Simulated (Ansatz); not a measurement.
Set up this calculation in Ansatz 0.2.0, as the native input.

| Item | Value |
| --- | --- |
| Task | relaxation of the atoms |
| Functional | PBE |
| Potentials or basis | Ansatz PAW |
| Cutoff | 420 eV (not typed: the program's choice for these potentials) |
| k mesh | 12 × 12 × 1 |
| Occupations | fermi-dirac, width 0.05 eV |
| Spin | no spin polarisation |
| Boundary along the surface normal | dipole_correction |
| Atoms held (counted from 0) | [0, 1, 2] |
| Miller | 1 × 1 × 1 |
| Bulk formula | Cu |

Cu, a slab with vacuum:

```
CELL_PARAMETERS angstrom
2.55619 0.00000 0.00000
-1.27810 2.21373 0.00000
0.00000 0.00000 25.43561
ATOMIC_POSITIONS crystal
Cu 0.66667 0.33333 0.29486
Cu 0.33333 0.66667 0.37692
Cu 0.00000 0.00000 0.45897
Cu 0.66667 0.33333 0.54103
Cu 0.33333 0.66667 0.62308
Cu 0.00000 0.00000 0.70514
```

The cell isn't the ideal one: the (1 1 1) slab of Cu, cut from the database cell, not relaxed.

One way to write it, as run:

input.yaml

```yaml
crystal:
  lattice:
    - [2.556191014, 0.0, 0.0]
    - [-1.278095507, 2.213726355, 0.0]
    - [0.0, 0.0, 25.4356061156]
  atoms:
    - { symbol: Cu, position: [0.6666666667, 0.3333333333, 0.2948622481] }
    - { symbol: Cu, position: [0.3333333333, 0.6666666667, 0.3769173488] }
    - { symbol: Cu, position: [0.0, 0.0, 0.4589724496] }
    - { symbol: Cu, position: [0.6666666667, 0.3333333333, 0.5410275504] }
    - { symbol: Cu, position: [0.3333333333, 0.6666666667, 0.6230826512] }
    - { symbol: Cu, position: [0.0, 0.0, 0.7051377519] }
hamiltonian:
  xc: pbe
  pseudopotentials: { kind: paw }
kpoints:
  mp_grid: { grid: [12, 12, 1] }
scf:
  occupations: { method: fermi_dirac, width: 0.05 }
output:
  forces: true
  eigenvalues: true
relax:
  f_tol: 0.02
  max_steps: 40
  constraints: [{ sites: [0, 1, 2] }]
efield:
  axis: 3
  dipole_correction: true
  ramp_width: 0.04
```

Potentials or basis: Ansatz PAW.

Command:

```bash
$ ansatz run input.yaml --threads 4 --pin off --max-ram 11264MiB --backend cpu --events-out ev --progress --plain --runs-dir out
```

Results of the run:

```
Energy gained by relaxing       : 0.0 meV/atom
Ionic steps                     : 3
Largest force after relaxing    : 0.035 eV/Å
Band gap on the k mesh          : none (metal or under the smearing width)
Work function of the upper face : 4.68 eV
Work function of the lower face : 4.69 eV
Dipole across the slab          : 0.000 e·Å
```

It took 6.7 s on 4 threads of AMD EPYC 9R45 96-Core Processor (Zen 5) (shared host), peak memory 0.64 GiB.
